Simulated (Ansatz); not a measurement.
This script makes an atomisation energy of BrClH₂OSn, SMILES [OH][SnH]([Cl])[Br] with the Python package of Ansatz (0.2.0).

Contents of `brclh2osn.xyz`:
```text
6

O     0.47770    0.91680   -1.26200
Sn    0.10080   -0.20630    0.29420
Cl    1.71260   -1.88930    0.35850
Br   -2.10150   -1.24540    0.09540
H    -0.32860    1.58950   -1.28920
H     0.18110    0.77070    1.75690
```

`run_tae.py`
```python
'''Energy to split BrClH2OSn into its atoms.'''

from collections import Counter

import ansatz as az

BASIS = 'def2-SVP'
XC = 'r2scan'
DISPERSION = 'd3bj'


def energy_of(molecule, charge=0, unpaired=0):
    calc = molecule.calculation().basis(gaussian=BASIS).functional(XC, dispersion=DISPERSION)
    if charge:
        calc = calc.charge(charge)
    if unpaired:
        calc = calc.spin('collinear', total=unpaired)
    return calc.run(threads=1, backend='cpu').report['free_energy_ev']

mol = az.Crystal.molecule_from_extxyz('brclh2osn.xyz')

# unpaired electrons of the ground-state atoms
unpaired = {'O': 2, 'Sn': 2, 'Cl': 1, 'Br': 1, 'H': 1}
counts = Counter(site.symbol for site in mol.cartesian_sites)
atom_energy = {s: energy_of(az.Crystal.molecule().atom(s, (0, 0, 0)), 0, unpaired[s]) for s in counts}
whole = energy_of(mol, 0, 0)
for s, e in atom_energy.items():
    print(f'{s:2s} x{counts[s]}  {e:14.5f} eV')
print(f'BrClH2OSn: {whole:.5f} eV')
split = sum(counts[s] * e for s, e in atom_energy.items()) - whole
print(f'atomisation energy (no zero-point term): {split:.3f} eV, {split / sum(counts.values()):.3f} eV an atom')
```

What does it cost to take this molecule apart into atoms?

16.921 eV from the electronic energies, without the zero-point term.

What the script printed:

Running `python run_tae.py` prints:
```text
DeckWarning: the engine holds no damping parameters fitted to this dispersion correction and functional, so the run takes those fitted to r2scan beside the three-body term, which d3bj leaves out (hamiltonian.dispersion, under Limitations)
O  x1     -2039.86316 eV
Sn x1     -5832.10669 eV
Cl x1    -12516.14886 eV
Br x1    -70036.32571 eV
H  x2       -13.58417 eV
BrClH2OSn: -90468.53339 eV
atomisation energy (no zero-point term): 16.921 eV, 2.820 eV an atom
```
(Warnings from the package without file and line.)

Reading the output:
- The settings weren't tested for convergence.
- The geometry is a force-field or estimated start, not a minimum of this method, and the basis set is short of its limit. All parts are taken at fixed geometry, without zero-point energy.
- def2 sets replace the cores of elements past krypton by effective core potentials.
- The spin-orbit lowering of heavy atoms is left out.
- A dispersion term here runs with damping parameters fitted for another variant or functional.
- Wall time of the script: 12 s on 1 thread of AMD EPYC 7R43 64-Core Processor (Zen 3), on a shared host, peak memory 0.23 GiB.

(Lines on the test bed's own set-up are left out of the output.)
